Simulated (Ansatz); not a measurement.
Predict the output of the script below (the Python package of Ansatz (0.2.0)).

The script, `torsion_bcl3h3n.py`:
```python
from dataclasses import dataclass

import ansatz as az
from ase import Atoms


@dataclass(frozen=True)
class RunConfig:
    basis_set: str = "def2-SVP"
    xc: str = "HF"
    fmax: float = 0.02


settings = RunConfig()


def main() -> None:
    atoms = Atoms(["N", "B", "Cl", "Cl", "Cl", "H", "H", "H"], positions=[
        (-0.3254, -0.4088, 0.7148),
        (0.2674, 0.2633, -0.5421),
        (-0.6293, 1.8526, -0.981),
        (0.2159, -0.891, -1.982),
        (2.0641, 0.6177, -0.2277),
        (-0.3001, 0.3108, 1.5095),
        (0.1428, -1.2537, 0.945),
        (-1.3433, -0.5479, 0.5078),
    ])

    first = (
        az.Crystal.molecule_from_ase(atoms).calculation()
        .basis(gaussian=settings.basis_set)
        .functional(settings.xc)
        .scf(lower_state_search="off")
        .relax(force_tolerance=settings.fmax, max_steps=80)
    )
    atoms.positions = first.run(threads=1, backend="cpu").report["positions_ang"]

    start = atoms.get_dihedral(2, 1, 0, 5)
    energies = {}
    for turn in range(0, 121, 15):
        turned = atoms.copy()
        turned.set_dihedral(2, 1, 0, 5, start + turn, indices=[0, 5, 6, 7])
        job = (
            az.Crystal.molecule_from_ase(turned).calculation()
            .basis(gaussian=settings.basis_set)
            .functional(settings.xc)
            .scf(lower_state_search="off")
        )
        energies[round((start + turn) % 360)] = job.run(threads=1, backend="cpu").report["free_energy_ev"]
    floor = min(energies.values())
    print("dihedral Cl2-B1-N0-H5 (deg)   E - E(min) (eV)")
    for angle, e in sorted(energies.items()):
        print(f"{angle:8d} {(e - floor):14.3f}  " + "#" * int(30 * (e - floor) / max(max(energies.values()) - floor, 1e-9)))


if __name__ == "__main__":
    main()
```

```console
$ python torsion_bcl3h3n.py
dihedral Cl2-B1-N0-H5 (deg)   E - E(min) (eV)
      15          0.089  #########################
      30          0.051  ##############
      45          0.015  ####
      60          0.000
     300          0.000
     315          0.015  ####
     330          0.051  ##############
     345          0.089  #########################
     360          0.105  ##############################
```

The lowest point is at 60° and the highest at 360°, 0.105 eV (10.1 kJ/mol) above it, with the rest of the molecule held.

Caveats:
- These settings explore the input space; basis and method may be short of convergence.
- The scan is rigid and the energies are electronic, in a modest basis. With rigid groups the curve can differ much from the relaxed path, the start wasn't checked as a minimum of this torsion, and equivalent turns needn't return to the same energy.
- Finished in 15 s on 1 thread of Arm Neoverse V2 (shared host), peak memory 0.27 GiB.

(Lines on the test bed's own set-up are left out of the output.)
